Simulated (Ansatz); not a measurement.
Crystal: LiMo.

```
CELL_PARAMETERS angstrom
2.67346 0.00000 0.00000
-1.33673 2.31528 0.00000
0.00000 0.00000 5.00471
ATOMIC_POSITIONS crystal
Li 0.00000 0.00000 0.00000
Mo 0.33333 0.66667 0.50000
```

The cell was built by a generator and needn't be a form met in nature.

Base run:

```yaml
Program: Ansatz 0.2.0
Functional: r2SCAN
Potentials_or_basis: Ansatz PAW
Cutoff: "500 eV (not typed: the program's choice for these potentials)"
k_mesh: 11 × 11 × 6
Occupations: fermi-dirac, width 0.05 eV
Spin: no spin polarisation
```

Its results: band gap on the k mesh none (metal or under the smearing width); pressure -0.1 GPa.

Task: The run is repeated on the same cell with these changes: functional from r2SCAN to LDA; cutoff from 500 eV (not typed: the program's choice for these potentials) to 420 eV (not typed: the program's choice for these potentials). What comes out?

Result: Band gap on the k mesh none (metal or under the smearing width); pressure -5.6 GPa.

Caveats: the PAW data sets come from PBE, with cores solved anew for the run's functional, which leaves a small shift of forces and pressure.
